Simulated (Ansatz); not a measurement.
# Ti: a tetragonal deformation path

An exercise on one series of results from a longer session: the logs are not shown, and one member is left open.

Computed with Ansatz 0.2.0 (DFT PBEsol, scalar-relativistic, plane waves, PAW, unless a step's input says otherwise).

**Starting point**

It takes space group Fm-3m (No. 225, cubic). The conventional cell has a = 4.060 Å, b = 4.060 Å, c = 4.060 Å, α = 90.00°, β = 90.00°, γ = 90.00°. Around Ti (site symmetry m-3m) lie 12 Ti at 2.87 Å.

Structure file:

```cif
data_structure
_symmetry_space_group_name_H-M 'P 1'
_symmetry_Int_Tables_number 1
_cell_length_a 2.8709
_cell_length_b 2.8709
_cell_length_c 2.8709
_cell_angle_alpha 60.000
_cell_angle_beta 60.000
_cell_angle_gamma 60.000
_cell_volume 16.73
loop_
_atom_site_label
_atom_site_type_symbol
_atom_site_fract_x
_atom_site_fract_y
_atom_site_fract_z
_atom_site_occupancy
Ti1 Ti 0.00000 0.00000 0.00000 1
```

No relaxation comes first: the listed cell is the starting point.

**The reference cell**

Reference values: F = -2473.8497 eV; pressure -0.28 GPa; largest force 0.000 eV/Å; gap on the mesh none (metal). It was computed beforehand with the settings of the runs below.

The first run:

At fixed volume and fractional coordinates, lengths along (0.000, 0.000, 1.000) are scaled against those across it; ρ is that ratio over its starting value.

Input file input.yaml:

```yaml
crystal:
  lattice:
    - [0.0, 2.2787126677, 1.6110498561]
    - [2.2787126677, 0.0, 1.6110498561]
    - [2.2787126677, 2.2787126677, 0.0]
  atoms:
    - { symbol: Ti, position: [0.0, 0.0, 0.0] }
basis:
  ecutwfc: 420
kpoints:
  mp_grid: { grid: [22, 22, 22] }
hamiltonian:
  xc: pbesol
scf:
  occupations: { method: gaussian, width: 0.15 }
output:
  forces: true
  stress: true
  eigenvalues: true
```

The run is started by

```
$ ansatz run input.yaml --threads 1 --pin off --max-ram 2560MiB --backend cpu --events-out ev --progress --plain --runs-dir out
```

Steps of the session up to this table: At ρ = 0.707; Point ρ = 1.414; ρ = 0.850; At ρ = 1.200; ρ = 0.780; Point ρ = 1.300; Point ρ = 0.920; At ρ = 1.100; At ρ = 0.650; Point ρ = 1.500; At ρ = 0.960; At ρ = 1.050.

One of the session's tables, all rows but one given; the rest of the session is left out.

It belongs to the step «The scan collected». 

```
    ρ  ΔE (meV/atom)  pressure (GPa)
0.650           38.5            -1.1
0.707           45.7            -1.2
0.780           39.8            -1.0
0.850              ?               ?
0.920            7.9            -0.3
0.960            2.0            -0.3
1.000            0.0            -0.3
1.050            2.8            -0.3
1.100           10.0            -0.4
1.200           34.5            -1.0
1.300           74.8            -1.7
1.414          144.2            -2.1
1.500          220.5            -1.7
```

**Question.** Estimate the row for ρ = 0.850.

Worked estimate for «ΔE (meV/atom)». A straight line through the neighbours (0.780, 39.8) and (0.920, 7.9) gives 39.8 + (7.9 − 39.8) × (0.850 − 0.780) / (0.920 − 0.780) = 23.9; a parabola fitted to 4 rows on both sides gives 26.1.

**Answer.** ΔE (meV/atom): 24.6; pressure (GPa): -0.5. In «ΔE (meV/atom)» the line misses by -0.7 and the parabola by +1.5.
